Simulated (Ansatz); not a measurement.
# HfSi+ (sextet): from a generated start to a stationary point

Where does this start of HfSi+ (sextet) end when it is relaxed?

Program: Ansatz 0.2.0, Gaussian basis. Level of theory: UKS PBE0/def2-TZVP. These are calculated values, not measurements.

## Step 1: The system as given

2 atoms, charge 1, spin multiplicity 6.

Atoms are counted from 1 here; the program's logs count them from 0.

Bond lengths: Hf1–Si2 2.560 Å.

The start is set by covalent radii. Sticks and bond lists go by distance. No spin-orbit coupling is included. Elements past krypton take def2 core potentials.

## Step 2: Relaxation

Input file in.yaml:

```yaml
crystal:
  periodic: [false, false, false]
  atoms:
    - {symbol: Hf, position_ang: [0.000000, 0.000000, 0.000000]}
    - {symbol: Si, position_ang: [0.000000, 0.000000, 2.560000]}
basis:
  gaussian: {orbitals: def2-TZVP}
total_charge: 1
magnetization: {spin_polarized: true, initial_magnetization: 5}
hamiltonian: {xc: pbe0}
relax: {f_tol: 0.004, max_steps: 80}
```

On the command line:

```sh
$ ansatz run in.yaml --threads 1 --pin off --events-out ev --progress --plain --max-ram 2176MiB
```

Q: Predict the outcome of this session. Wanted: energy gained; shift from the start; total energy; ⟨S²⟩.

As calculated:

| quantity | value |
| --- | --- |
| steps | 4 |
| energy gained | 0.010 eV |
| shift from the start (rms) | 0.022 Å |
| total energy | -9168.4749 eV |
| ⟨S²⟩ | 8.752 |

In words: The bonds of the start are those of the end. Hf1–Si2 went from 2.560 to 2.516 Å. No vibrations were run, so this is a stationary point, not a proven minimum, and this spin need not be the ground state's.
